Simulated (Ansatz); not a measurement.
# SnH₄O₄: basis-set convergence

The task here is to estimate one member of a computed series from the others.

Computed with Ansatz 0.2.0, Gaussian basis. Level: one geometry, several basis sets.

Levels to be run: PBE0-D4/def2-SVP; ωB97M-V/def2-SVP; PBE0-D4/def2-QZVPP; ωB97M-V/def2-QZVPP; the functionals' def2-TZVPP values are taken from earlier runs.

## The relaxed structure

All runs share one geometry, relaxed beforehand with PBE0-D4 in a triple-zeta def2 set. Sn takes the def2 core potential; no spin-orbit term is included.

SMILES `[OH][Sn]([OH])([OH])[OH]`, 9 atoms, charge 0, spin multiplicity 1.

Atoms are counted from 1 here; the program's logs count them from 0.

Bond lengths: O1–Sn2 1.943 Å, O1–H6 0.961 Å, Sn2–O3 1.943 Å, Sn2–O4 1.943 Å, Sn2–O5 1.943 Å, O3–H7 0.961 Å, O4–H8 0.961 Å, O5–H9 0.961 Å. Angles: Sn2–O1–H6 112.2°, O1–Sn2–O3 116.2°, O1–Sn2–O4 106.2°, O1–Sn2–O5 106.2°, O3–Sn2–O4 106.2°, O3–Sn2–O5 106.2°, O4–Sn2–O5 116.2°, Sn2–O3–H7 112.2°, Sn2–O4–H8 112.2°, Sn2–O5–H9 112.2°.

The first run:

The input, in.yaml:

```yaml
crystal:
  periodic: [false, false, false]
  atoms:
    - {symbol: O, position_ang: [-0.216778, 1.535850, -1.162934]}
    - {symbol: Sn, position_ang: [0.009740, -0.005190, -0.001898]}
    - {symbol: O, position_ang: [1.705834, -0.942241, -0.141032]}
    - {symbol: O, position_ang: [-1.359391, -1.281854, -0.521260]}
    - {symbol: O, position_ang: [-0.090581, 0.667581, 1.817828]}
    - {symbol: H, position_ang: [-0.709635, 1.321370, -1.960104]}
    - {symbol: H, position_ang: [2.326066, -0.675439, 0.543463]}
    - {symbol: H, position_ang: [-1.052462, -2.190721, -0.456683]}
    - {symbol: H, position_ang: [-0.524293, 1.524344, 1.865420]}
basis:
  gaussian: {orbitals: def2-SVP}
hamiltonian: {xc: pbe0, dispersion: d4}
output: {orbitals: {seedname: orbitals}}
```

Command:

```console
$ ansatz run in.yaml --threads 4 --pin off --events-out ev --progress --plain --max-ram 10444MiB
```

Among the steps run: PBE0-D4 in def2-SVP; ωB97M-V in def2-SVP; PBE0-D4 in def2-QZVPP; ωB97M-V in def2-QZVPP.

One table of the session follows, with a row left open; its other results are not shown here.

It belongs to the step «Functionals by basis». 

| functional | basis | HOMO (eV) |
| --- | --- | --- |
| PBE0-D4 | def2-SVP | -8.80 |
| PBE0-D4 | def2-TZVPP | -9.13 |
| PBE0-D4 | def2-QZVPP | -9.18 |
| ωB97M-V | def2-SVP | -11.23 |
| ωB97M-V | def2-TZVPP | -11.56 |
| ωB97M-V | def2-QZVPP | ? |

Q: Estimate the row for ωB97M-V, def2-QZVPP from the others.

The run gave: HOMO (eV): -11.62. In the column «HOMO (eV)» it is the lowest.
